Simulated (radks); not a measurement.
# H in 1s1: an all-electron calculation

Wanted: eigenvalues, radial structure and energy terms of neutral hydrogen.

Method: Dirac Kohn-Sham, LDA (Slater exchange, Perdew-Wang correlation), spin-unpolarised, spherical densities, finite nucleus. Code: radks (a radial shooting solver on a logarithmic mesh, Libxc functionals) version 1.

### 1 Starting point

```
element            : hydrogen (Z = 1)
charge             : 0
electrons          : 1
configuration      : 1s1
nuclear rms radius : 0.8783 fm
```

The outer shells:

H
```
1s [↑ ]
```

### 2 Self-consistent calculation

Input:

```text
Z 1
configuration 1s1 2s0 2p0
relativity Dirac
functional lda,pw
spin unpolarised
j_filling average
nucleus finite rms 0.8783 fm
c 137.035999084
```

On the command line:

```bash
python run_ks.py task.json out
```

All runs below come from this command, one after another.

**Question.** What will this run give?

**Answer**, as computed:

| quantity | value |
| --- | --- |
| total energy | -0.44567 hartree |
| exchange-correlation share of it | 52.16 % |
| −T/E | 0.9533 |
| highest occupied level | 1s1/2, -6.353 eV |
| most extended occupied level | 1s1/2, <r> = 1.67 bohr |
| radius at density 0.001 e/bohr³ | 3.03 bohr |
| maxima of the radial density | 1 |
| ionisation energy, NIST | 13.598 (theory) eV |

1 principal shells are occupied and 1 maxima appear in the radial density. Minus the highest eigenvalue, 6.353 eV, is 47 % of the tabulated ionisation energy (13.598 eV); the potential of a semilocal functional falls off too fast, so its top eigenvalue is too shallow. Spin polarisation and multiplet splitting are left out.
